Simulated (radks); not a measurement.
# Numerical settings for H

Aim: see which numerical settings matter for neutral hydrogen. Each run changes a setting or two against a run with the defaults. The defaults are a mesh step of 0.008 in ln r, a mesh end at 40 bohr or more, Anderson mixing 0.5 over 9 steps and a tight residual threshold, with the energy settled to 1e-9 hartree as well; every run has a cap on iterations.

Program: radks (a radial shooting solver on a logarithmic mesh, Libxc functionals) version 1. Level of theory: non-relativistic Kohn-Sham, PBE, spin-polarised, spherical densities, point nucleus; open shells are filled with parallel spins first. These are calculated values, not measurements, unless marked.

## 1. Starting point

| Property | Result |
| --- | --- |
| element | hydrogen (Z = 1) |
| charge | 0 |
| electrons | 1 |
| configuration | 1s1 |

The outer shells:

H
```
1s [↑ ]
```

## 2. Default settings

Settings of this run:

```text
Z 1
configuration 1s1
relativity non-relativistic
functional pbe,pbe
spin polarised
nucleus point
max_iterations 96
```

Started as:

```
$ python run_ks.py task.json out
```

The same process makes all the runs of this session.

## 3. Mesh step in ln r 0.005

Settings, as their differences from step 2:

```diff
@@ -6,2 +6,3 @@
 nucleus point
+mesh_step 0.005
 max_iterations 96
```

## 4. Mesh step in ln r 0.02

Settings, as their differences from step 3:

```diff
@@ -6,3 +6,3 @@
 nucleus point
-mesh_step 0.005
+mesh_step 0.02
 max_iterations 96
```

## 5. Mesh step in ln r 0.05

Settings, as their differences from step 4:

```diff
@@ -6,3 +6,3 @@
 nucleus point
-mesh_step 0.02
+mesh_step 0.05
 max_iterations 96
```

## 6. Mesh end (bohr) 20

Settings, as their differences from step 5:

```diff
@@ -6,3 +6,3 @@
 nucleus point
-mesh_step 0.05
+mesh_end 20
 max_iterations 96
```

## 7. Mesh end (bohr) 1

Settings, as their differences from step 6:

```diff
@@ -6,3 +6,3 @@
 nucleus point
-mesh_end 20
+mesh_end 1
 max_iterations 96
```

## 8. Residual threshold 1e-16

Settings, as their differences from step 7:

```diff
@@ -6,3 +6,3 @@
 nucleus point
-mesh_end 1
+threshold 1e-16
 max_iterations 96
```

## 9. Residual threshold 1e-13

Settings, as their differences from step 8:

```diff
@@ -6,3 +6,3 @@
 nucleus point
-threshold 1e-16
+threshold 1e-13
 max_iterations 96
```

## 10. Mixing 1.5

Settings, as their differences from step 9:

```diff
@@ -6,3 +6,3 @@
 nucleus point
-threshold 1e-13
+mixing 1.5
 max_iterations 96
```

## 11. Mixing history 1, mixing 0.5

Settings, as their differences from step 10:

```diff
@@ -6,3 +6,4 @@
 nucleus point
-mixing 1.5
+history 1
+mixing 0.5
 max_iterations 96
```

## 12. Mixing history 1, mixing 0.05

Settings, as their differences from step 11:

```diff
@@ -7,3 +7,3 @@
 history 1
-mixing 0.5
+mixing 0.05
 max_iterations 96
```

## 13. Mixing history 2

Settings, as their differences from step 12:

```diff
@@ -6,4 +6,3 @@
 nucleus point
-history 1
-mixing 0.05
+history 2
 max_iterations 96
```

## 14. Iteration cap 3

Settings, as their differences from step 13:

```diff
@@ -6,3 +6,2 @@
 nucleus point
-history 2
-max_iterations 96
+max_iterations 3
```

Q: Predict the outcome of this session. Wanted: for each run, setting; iterations; converged; change of E.

As calculated:

```csv
setting,mesh points,iterations,converged,change of E (mhartree),time
Default settings,2476,14,yes,0,0.03 s
mesh step in ln r 0.005,3962,17,yes,0,0.06 s
mesh step in ln r 0.02,991,12,yes,0,0.01 s
mesh step in ln r 0.05,397,12,yes,0,0.01 s
mesh end (bohr) 20,2390,15,yes,0,0.03 s
mesh end (bohr) 1,2015,12,no,-,0.02 s
residual threshold 1e-16,2476,96,no,-,0.19 s
residual threshold 1e-13,2476,96,no,-,0.19 s
mixing 1.5,2476,15,yes,0,0.03 s
"mixing history 1, mixing 0.5",2476,96,no,-,0.14 s
"mixing history 1, mixing 0.05",2476,96,no,-,0.16 s
mixing history 2,2476,96,no,-,0.15 s
iteration cap 3,2476,3,no,-,0.01 s
```

What this shows: A zero stands for a change under the printed digits. No run that converges misses the default energy by more than 1 mhartree. Not converged or rejected: mesh end (bohr) 1; residual threshold 1e-16; residual threshold 1e-13; mixing history 1, mixing 0.5; mixing history 1, mixing 0.05; mixing history 2; iteration cap 3. A mesh that ends early acts as a hard wall.
